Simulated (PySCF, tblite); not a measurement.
# C₅H₁₃B₂NO₂: geometry, infrared bands and NMR shifts

What infrared bands and NMR shifts should C₅H₁₃B₂NO₂ (`C[N+]1(C)[BH2-]C(B(O)O)=CC1`) show?

The runs use tblite 0.8.0 and PySCF 2.14.0, with density-fitted response routines of our own; the level of theory stands in each step. All values are computed, except where a source is named. Atoms are numbered from 0 throughout.

**1. The molecule as given**

23 atoms, charge 0, multiplicity 1; geometry from: force field or distance geometry start.

Bonds of the start (Å): C0–N1 1.44, N1–C2 1.43, N1–B3 1.54, B3–C4 1.57, C4–B5 1.57, B5–O6 1.48, B5–O7 1.47, C4–C8 1.33, C8–C9 1.50, C9–N1 1.43, C0–H10 1.13, C0–H11 1.11, C0–H12 1.12, C2–H13 1.13, C2–H14 1.11, C2–H15 1.09, B3–H16 1.19, B3–H17 1.22, O6–H18 1.00, O7–H19 1.00, C8–H20 1.08, C9–H21 1.12, C9–H22 1.09.

**2. Geometry optimisation with GFN2-xTB**

The job: settings as JSON, then the geometry in Å.

```
{"job": {"kind": "relax", "xc": "GFN2-xTB", "basis": "xTB"}, "charge": 0, "multiplicity": 1}
C     -2.187300     0.679600     0.843600
N     -1.161000     0.013900     0.083000
C     -1.584000    -1.226100    -0.499600
B      0.071400    -0.171300     0.987900
C      1.251900     0.078800    -0.021700
B      2.765800    -0.297600     0.148900
O      3.800200     0.737900     0.367500
O      2.998300    -1.684200     0.580200
C      0.757600     0.682000    -1.099800
C     -0.719400     0.899500    -0.955500
H     -2.797600     1.300900     0.130500
H     -1.800600     1.407200     1.584500
H     -2.841900    -0.049500     1.382500
H     -2.647100    -1.485900    -0.224200
H     -1.607700    -1.143600    -1.605900
H     -0.887400    -2.015600    -0.204400
H      0.088200     0.564800     1.923200
H      0.120600    -1.345600     1.313200
H      3.517500     1.497400    -0.217000
H      3.685600    -2.053100    -0.045700
H      1.363100     0.977300    -1.947700
H     -0.963300     1.933400    -0.604200
H     -1.227500     0.727000    -1.909200
```

Run with:

```sh
OMP_NUM_THREADS=1 python probes_run.py task.json out
```

The driver reads the jobs from task.json and runs them one after another.

**Question.** This job is followed by: GFN2-xTB harmonic vibrations, gas phase; GIAO PBE0/pcSseg-1 NMR shielding, non-relativistic, gas phase. Predict these results of the whole session: strongest single infrared mode (GFN2-xTB); zero-point energy (GFN2-xTB); 13C shifts against TMS (PBE0/pcSseg-1, means over atoms taken as alike); 1H shifts against TMS (PBE0/pcSseg-1, means over atoms taken as alike); 15N shifts against NH3 (PBE0/pcSseg-1); 11B shifts against BF3·OEt2 (PBE0/pcSseg-1); 17O shifts against H2O (PBE0/pcSseg-1, means over atoms taken as alike); surface potential, 1st and 99th percentile.

**Answer**, as computed:

```
                                                               quantity                             value
                              strongest single infrared mode (GFN2-xTB)             1287 cm⁻¹, 349 km/mol
                                           zero-point energy (GFN2-xTB)                    117.8 kcal/mol
13C shifts against TMS (PBE0/pcSseg-1, means over atoms taken as alike)      167.5, 140.5, 73.4, 51.0 ppm
 1H shifts against TMS (PBE0/pcSseg-1, means over atoms taken as alike)  6.35, 3.98, 3.55, 2.78, 2.66 ppm
                                 15N shifts against NH3 (PBE0/pcSseg-1)                          66.8 ppm
                            11B shifts against BF3·OEt2 (PBE0/pcSseg-1)                    25.9, -5.7 ppm
17O shifts against H2O (PBE0/pcSseg-1, means over atoms taken as alike)                         117.7 ppm
                                  surface potential, 1st and 99th percentile                -1.65 V and 1.55 V
```

**Reading.** Relaxing lowered the energy by 1.997 eV in 208 steps; the close pair that moved most is N1–B3, from 1.540 to 1.660 Å. No mode is imaginary among the 63: a minimum at this level. The strongest single mode, at 1287 cm⁻¹, is spread over many atoms; the largest shares are those of B5. GFN2-xTB is a fitted tight-binding method: band positions and strengths are rough. Its intensities can rank the bands wrongly. H20 (hydrogen on an alkene CH) lies farthest downfield among hydrogen, at 6.35 ppm; a vinylic proton, deshielded by the sp2 carbon and the C=C anisotropy. At PBE0/pcSseg-1: The largest span, 245 ppm, is at C4, where the paramagnetic term is -245 ppm.
